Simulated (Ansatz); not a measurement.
# NiS: the cost of one run

Program: Ansatz 0.2.0. Level of theory: DFT PBEsol, scalar-relativistic, plane waves, PAW. These are calculated values, not measurements.

2 further runs of the same task are left out: 2 set aside as unsound or not needed.

**1. The structure to begin with**

It takes space group P6_3/mmc (No. 194, hexagonal). Conventional cell: a = 3.405 Å, b = 3.405 Å, c = 5.074 Å, α = 90.00°, β = 90.00°, γ = 120.00°. Around Ni (site symmetry -3m) lie 6 S at 2.34 Å and 2 Ni at 2.54 Å. Around S (site symmetry -6m2) lie 6 Ni at 2.34 Å.

Coordinates:

```xyz
4
Lattice="3.4054 0.0000 0.0000 -1.7027 2.9492 0.0000 0.0000 0.0000 5.0736" Properties=species:S:1:pos:R:3 pbc="T T T"
Ni    0.0000    0.0000    0.0000
Ni    0.0000    0.0000    2.5368
S     0.0000    1.9661    1.2684
S     1.7027    0.9831    3.8052
```

It is the result of an earlier relaxation at this level (volume 12.74 Å³/atom; gap on the mesh: none (metal)).

**2. Static run: bands, density of states and charges**

The input, input.yaml:

```yaml
crystal:
  lattice:
    - [3.4054407591, 0.0, 0.0]
    - [-1.7027203795, 2.9491982085, 0.0]
    - [0.0, 0.0, 5.0735634978]
  atoms:
    - { symbol: Ni, position: [0.0, 0.0, 0.0] }
    - { symbol: Ni, position: [0.0, 0.0, 0.5] }
    - { symbol: S, position: [0.3333333333, 0.6666666667, 0.25] }
    - { symbol: S, position: [0.6666666667, 0.3333333333, 0.75] }
basis:
  ecutwfc: 420
kpoints:
  mp_grid: { grid: [12, 12, 8] }
  band_path:
    path:
      - [[0.0, 0.0, 0.0], [0.5, 0.0, 0.0], [0.33333333, 0.33333333, 0.0], [0.0, 0.0, 0.0], [0.0, 0.0, 0.5], [0.5, 0.0, 0.5], [0.33333333, 0.33333333, 0.5], [0.0, 0.0, 0.5]]
      - [[0.5, 0.0, 0.5], [0.5, 0.0, 0.0]]
      - [[0.33333333, 0.33333333, 0.5], [0.33333333, 0.33333333, 0.0]]
    npoints: 14
hamiltonian:
  xc: pbesol
scf:
  occupations: { method: gaussian, width: 0.1 }
  n_extra_bands: 10
output:
  forces: true
  stress: true
  eigenvalues: true
  populations: true
  dos: { projected: true, de: 0.02, nscf_kmesh: { grid: [18, 18, 12] } }
  bader: true
  write_density: true
  write_potential: true
  elf: true
  volumetric_format: npy
```

The run is started by

```console
> ansatz run input.yaml --threads 1 --pin off --max-ram 2560MiB --backend cpu --events-out ev --progress --plain --runs-dir out
```

**Question.** How long does this run take on 1 thread of AMD EPYC (Zen 3), shared host, and how much memory does it need?

About 2.3 min, with a peak of 0.52 GiB.
